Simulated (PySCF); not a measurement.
# C₄H₁₁BOSi: a tour of settings, part 3 of 3

PySCF 2.14.0. Atoms count from 0. The steps go on from the part before.

### Step 6. Spin-spin couplings: PW91/def2-SVPD in chloroform

What the job is given:

```
{"job": {"kind": "j", "xc": "PW91", "basis": "def2-SVPD", "solvent": "chloroform", "scf": {"aux": "def2-qzvpp-jkfit", "guess": "huckel"}}, "charge": 0, "multiplicity": 1}
Si     3.015270     0.124281     0.104056
O      1.527631     0.663685     0.416029
C      0.294205    -0.013087     0.449158
B     -0.900466     0.697629     1.217773
C     -2.189784     0.399319     0.374584
C     -1.751974    -0.606254    -0.705824
C     -0.273807    -0.307368    -0.952829
H      3.161782    -0.390328    -1.263395
H      3.385918    -0.964678     1.017224
H      3.766724     1.347846     0.329486
H      0.441252    -0.988998     0.948855
H     -0.815410     1.329710     2.191574
H     -3.073346     0.061389     0.916649
H     -2.482404     1.337672    -0.108399
H     -2.344971    -0.530375    -1.617337
H     -1.855216    -1.621705    -0.318043
H     -0.163274     0.592023    -1.561295
H      0.249109    -1.124443    -1.449921
```

Method: PW91/def2-SVPD indirect spin-spin coupling, non-relativistic, IEF-PCM chloroform.

Log:

```text
final grid: 138272 points
cycle   1  E = -540.0685838122  dE =  5.188e+00  |g| = 5.266e+00  |ddm| = 1.490e+01
cycle   2  E = -496.6943794731  dE =  4.337e+01  |g| = 9.874e+00  |ddm| = 3.809e+01
cycle   3  E = -545.4444582624  dE = -4.875e+01  |g| = 2.662e+00  |ddm| = 3.806e+01
cycle   4  E = -537.3616098548  dE =  8.083e+00  |g| = 4.376e+00  |ddm| = 2.834e+01
cycle   5  E = -548.1537890330  dE = -1.079e+01  |g| = 4.333e-01  |ddm| = 2.153e+01
cycle   6  E = -548.1504644643  dE =  3.325e-03  |g| = 4.672e-01  |ddm| = 1.799e+00
cycle   7  E = -548.2085732591  dE = -5.811e-02  |g| = 5.915e-02  |ddm| = 8.166e-01
cycle   8  E = -548.2092962986  dE = -7.230e-04  |g| = 3.784e-02  |ddm| = 1.643e-01
cycle   9  E = -548.2096323358  dE = -3.360e-04  |g| = 9.063e-03  |ddm| = 7.285e-02
cycle  10  E = -548.2096543457  dE = -2.201e-05  |g| = 3.419e-03  |ddm| = 2.928e-02
cycle  11  E = -548.2096573582  dE = -3.013e-06  |g| = 1.298e-03  |ddm| = 6.861e-03
cycle  12  E = -548.2096577607  dE = -4.025e-07  |g| = 5.357e-04  |ddm| = 2.797e-03
cycle  13  E = -548.2096578284  dE = -6.768e-08  |g| = 6.277e-05  |ddm| = 9.042e-04
cycle  14  E = -548.2096578293  dE = -9.758e-10  |g| = 2.523e-05  |ddm| = 1.859e-04
converged SCF energy = -548.2096578293

Indirect spin-spin couplings (Hz)
  i      j    bonds     total        FC       PSO       DSO        SD
  0 Si   1 O    1    -28.274   -23.349    -5.093     0.053     0.114
  0 Si   2 C    2      5.385     5.078     0.355     0.048    -0.096
  0 Si   3 B    3     -6.210    -6.042    -0.157     0.066    -0.078
  0 Si   4 C    4     -0.988    -0.979    -0.041     0.042    -0.010
  0 Si   5 C    4     -0.189    -0.187    -0.044     0.039     0.003
  0 Si   6 C    3     -0.378    -0.396     0.008     0.010     0.000
  0 Si   7 H    1   -156.378  -157.010     1.007    -0.278    -0.097
  0 Si   8 H    1   -157.150  -157.820     1.035    -0.275    -0.090
  0 Si   9 H    1   -176.510  -177.059     0.981    -0.273    -0.158
  0 Si  10 H    3     -3.792    -3.859     0.050     0.023    -0.006
  0 Si  11 H    4      0.303     0.323    -0.147     0.155    -0.028
  1 O    2 C    1     26.245    27.700    -1.283    -0.172         -
  1 O    3 B    2    -11.434   -12.036     0.592    -0.023     0.033
  1 O    4 C    3     -5.054    -5.135     0.064     0.017         -
  1 O    5 C    3     -5.349    -5.514     0.139     0.027         -
  1 O    6 C    2     -3.169    -3.498     0.352    -0.024         -
  1 O    7 H    2     -4.481    -4.639    -0.032     0.189         -
  1 O    8 H    2     -4.216    -4.398     0.005     0.178         -
  1 O    9 H    2    -19.498   -19.459    -0.078     0.038         -
  1 O   10 H    2     -5.089    -4.273    -0.809    -0.007         -
  1 O   11 H    3     -0.876    -0.887     0.062    -0.051         -
  1 O   12 H    4      1.199     1.135    -0.078     0.143         -
  1 O   13 H    4     -1.987    -1.992    -0.044     0.049         -
  1 O   14 H    4     -0.212    -0.265    -0.093     0.146         -
  1 O   16 H    3     -3.229    -3.059    -0.041    -0.128         -
  1 O   17 H    3      0.134     0.198    -0.073     0.008         -
  2 C    3 B    1    106.046   107.101    -1.584     0.300     0.229
  2 C    4 C    2     12.516    12.619    -0.166     0.062         -
  2 C    5 C    2      9.352     9.354    -0.067     0.066         -
  2 C    6 C    1     66.591    66.911    -0.601     0.281         -
  2 C    7 H    3     -0.141    -0.049     0.024    -0.116         -
  2 C    8 H    3      1.122     1.167     0.014    -0.060         -
  2 C    9 H    3      8.190     8.478     0.165    -0.454         -
  2 C   10 H    1    143.796   142.342     0.151     1.303         -
  2 C   11 H    2      4.028     4.313    -0.275    -0.009         -
  2 C   12 H    3      3.466     3.552     0.153    -0.238         -
  2 C   13 H    3     -0.669    -0.592     0.033    -0.110         -
  2 C   14 H    3     11.855    11.913     0.303    -0.360         -
  2 C   15 H    3      0.807     0.700     0.012     0.094         -
  2 C   16 H    2     -7.535    -7.557    -0.075     0.097         -
  2 C   17 H    2     -5.561    -5.467    -0.108     0.014         -
  3 B    4 C    1     91.765    93.702    -2.285     0.226     0.123
  3 B    5 C    2     -2.346    -2.145    -0.173     0.025    -0.054
  3 B    6 C    2      5.452     5.540    -0.050     0.040    -0.077
  3 B    7 H    4      0.280     0.387     0.189    -0.315     0.018
  3 B    8 H    4     -0.236    -0.157     0.099    -0.186     0.009
  3 B    9 H    4     -0.283    -0.170     0.121    -0.232    -0.001
  3 B   10 H    2     -2.101    -2.384    -0.042     0.061     0.263
  3 B   11 H    1    186.401   187.374    -2.325     0.790     0.562
  3 B   12 H    2     -2.863    -2.516    -0.156    -0.295     0.105
  3 B   13 H    2     -2.340    -2.479    -0.030    -0.087     0.256
  3 B   14 H    3      6.567     6.858     0.263    -0.543    -0.012
  3 B   15 H    3      0.288     0.531    -0.066    -0.147    -0.031
  3 B   16 H    3      1.017     1.079    -0.003    -0.051    -0.008
  3 B   17 H    3      8.503     8.736     0.311    -0.540    -0.004
  4 C    5 C    1     59.923    59.655     0.059     0.209         -
  4 C    6 C    2      0.384     0.507    -0.156     0.034         -
  4 C    9 H    5      0.198     0.274     0.109    -0.185         -
  4 C   10 H    3     -1.960    -1.880     0.006    -0.085         -
  4 C   11 H    2      6.367     6.844    -0.324    -0.154         -
  4 C   12 H    1    155.479   153.510     1.162     0.807         -
  4 C   13 H    1    141.171   138.909     1.398     0.863         -
  4 C   14 H    2     -5.210    -5.193     0.165    -0.183         -
  4 C   15 H    2     -5.225    -5.287     0.170    -0.108         -
  4 C   16 H    3      0.688     0.683     0.016    -0.011         -
  4 C   17 H    3     10.028    10.194     0.264    -0.430         -
  5 C    6 C    1     67.417    67.551    -0.363     0.229         -
  5 C   10 H    3     -0.237    -0.262    -0.030     0.055         -
  5 C   11 H    3      7.644     7.787     0.177    -0.320         -
  5 C   12 H    2     -2.620    -2.662     0.196    -0.154         -
  5 C   13 H    2     -7.050    -7.112     0.152    -0.090         -
  5 C   14 H    1    163.699   162.060     0.767     0.872         -
  5 C   15 H    1    159.233   157.500     0.815     0.917         -
  5 C   16 H    2     -6.810    -6.801     0.065    -0.075         -
  5 C   17 H    2     -2.751    -2.728     0.105    -0.128         -
  6 C    8 H    4      0.277     0.346     0.073    -0.142         -
  6 C    9 H    4     -0.451    -0.315     0.126    -0.261         -
  6 C   10 H    2     -7.385    -7.341    -0.112     0.068         -
  6 C   11 H    3      4.217     4.343     0.175    -0.301         -
  6 C   12 H    3     12.157    12.280     0.289    -0.412         -
  6 C   13 H    3      0.868     0.879     0.041    -0.052         -
  6 C   14 H    2     -3.159    -3.123     0.083    -0.119         -
  6 C   15 H    2     -6.303    -6.276     0.033    -0.059         -
  6 C   16 H    1    159.155   157.450     0.670     1.036         -
  6 C   17 H    1    162.619   160.930     0.702     0.987         -
  7 H    8 H    2      9.115    10.481     0.417    -1.783         -
  7 H    9 H    2      6.858     8.659     0.509    -2.311         -
  7 H   10 H    4     -0.297    -0.007     0.156    -0.445         -
  7 H   11 H    5     -0.451    -0.011     0.573    -1.013         -
  7 H   12 H    6     -0.240    -0.002     0.555    -0.794         -
  7 H   16 H    5      0.277    -0.008    -0.296     0.581         -
  7 H   17 H    5      0.887     0.274    -0.876     1.488         -
  8 H    9 H    2      5.642     7.487     0.527    -2.372         -
  8 H   10 H    4      1.239     0.769    -0.681     1.151         -
  8 H   12 H    6     -0.208    -0.018     0.433    -0.623         -
  8 H   13 H    6     -0.320    -0.028     0.521    -0.813         -
  8 H   14 H    6     -0.245     0.020     0.536    -0.801         -
  8 H   16 H    5     -0.603    -0.028     0.573    -1.148         -
  9 H   10 H    4     -1.381    -0.409     0.738    -1.710         -
  9 H   12 H    6     -0.279     0.017     0.520    -0.816         -
  9 H   13 H    6     -0.195     0.007     0.333    -0.536         -
  9 H   14 H    6     -0.285     0.048     0.520    -0.853         -
  9 H   15 H    6     -0.414     0.001     0.534    -0.948         -
  9 H   16 H    5     -0.296     0.044     0.214    -0.554         -
  9 H   17 H    5     -0.672     0.047     0.415    -1.134         -
 10 H   11 H    3     -1.396    -1.243     0.514    -0.666         -
 10 H   12 H    4      3.795     3.954     0.524    -0.683         -
 10 H   13 H    4      1.574     2.023     1.222    -1.671         -
 10 H   14 H    4     -1.030    -0.639     1.205    -1.596         -
 10 H   15 H    4      0.271    -0.136    -0.815     1.221         -
 10 H   16 H    3      7.591     8.306     1.735    -2.450         -
 10 H   17 H    3      7.004     6.742    -0.231     0.493         -
 11 H   12 H    3      0.092     0.297     0.468    -0.673         -
 11 H   13 H    3     -1.222    -1.033     0.490    -0.679         -
 11 H   14 H    4     -0.216     0.265     1.073    -1.554         -
 11 H   15 H    4     -0.670    -0.264     0.734    -1.140         -
 11 H   16 H    4     -0.372    -0.064     0.651    -0.959         -
 11 H   17 H    4     -0.378     0.117     1.123    -1.619         -
 12 H   13 H    2    -17.532   -17.352     1.881    -2.060         -
 12 H   14 H    3      0.018     0.323     0.812    -1.117         -
 12 H   15 H    3      4.188     4.088     0.033     0.067         -
 12 H   16 H    4     -0.909    -0.458     1.268    -1.719         -
 12 H   17 H    4      0.854     1.282     1.294    -1.722         -
 13 H   14 H    3      7.396     7.287    -0.017     0.126         -
 13 H   15 H    3      6.812     7.557     1.850    -2.595         -
 13 H   17 H    4     -0.955    -0.513     1.256    -1.698         -
 14 H   15 H    2    -11.934   -11.578     1.817    -2.174         -
 14 H   16 H    3      5.198     5.122     0.043     0.032         -
 14 H   17 H    3      0.353     0.566     0.647    -0.861         -
 15 H   16 H    3      8.834     9.596     1.846    -2.608         -
 15 H   17 H    3      4.340     4.236     0.013     0.091         -
 16 H   17 H    2    -11.113   -10.922     1.640    -1.831         -
```

Wall time 40 s (1 thread of Arm Neoverse V1, shared host); peak memory 0.89 GiB.

The basis is not made for couplings: without tight functions at the nuclei these values are rough.

This run: J(B3,H11) 186.4 Hz, J(C5,H14) 163.7 Hz, J(Si0,H7) -163.3 Hz (means over like pairs).

### Step 7. Comparing the runs: spin-spin couplings

Couplings (Hz), each a mean over the pairs like the one named, with basis size and wall time:

```csv
run,B3–H11,Si0–H7,C5–H14,C6–H17,C4–H12,C6–H16,C5–H15,functions,time
PBE/def2-SVP,214.3,-177.2,171.0,169.6,162.6,155.0,152.8,157,31 s
PW91/def2-SVPD in chloroform,186.4,-163.3,163.7,162.6,155.5,159.2,159.2,235,40 s
```

### Step 8. What came out

This closing draws on all 3 parts.

| quantity | value |
| --- | --- |
| 13C shifts against TMS (PBE0/pcSseg-1) | 85.1, 37.3, 32.5, 25.7 ppm |
| 1H shifts against TMS (PBE0/pcSseg-1, means over atoms taken as alike) | 8.15, 4.97, 4.00, 2.51, 2.11, 1.89, 1.57, 1.45, 1.14 ppm |
| 29Si shifts against TMS (PBE0/pcSseg-1) | -39.6 ppm |
| 17O shifts against H2O (PBE0/pcSseg-1) | 20.4 ppm |
| 11B shifts against BF3·OEt2 (PBE0/pcSseg-1) | 92.3 ppm |
| lowest singlet (PBE0/def2-SVPD) | 4.87 eV (255 nm), f = 0.001 |
| brightest single state of those computed | state 2, 5.66 eV, f = 0.014 |
| lowest triplet | 4.39 eV |
| largest coupling of the table (PBE/def2-SVP) | 1J(B,H) B3–H11, 214.3 Hz |
| range of J(B3,H11), mean over like pairs | 186.4 to 214.3 Hz |
| property runs in this session | 5, of which 1 failed and 0 gave unsound results |

Single values in the summary come from the first run of each kind that ended normally (PBE0/pcSseg-1; PBE0/def2-SVPD; PBE/def2-SVP), which need not be the best level. At PBE0/pcSseg-1: Shielding is most anisotropic at B3 (span 175 ppm, paramagnetic term -181 ppm). The lowest singlet, at 4.87 eV, is HOMO→LUMO 0.93 and is weak; of the 6 states computed, the strongest absorption comes from state 2 at 5.66 eV. The lowest triplet lies 0.48 eV below the lowest singlet (triplets in Tamm-Dancoff, singlets in full TDDFT). Of the pairs tabulated at PBE/def2-SVP, B3–H11 couples most strongly (214.3 Hz; Fermi contact 215.2 Hz). Couplings across rotatable bonds belong to this one conformer; where others are populated, the observed values are averages. The coupling B3–H11, as a mean over pairs of its kind, runs from 186.4 Hz (PW91/def2-SVPD in chloroform) to 214.3 Hz (PBE/def2-SVP). Couplings from bases without tight functions are rough.
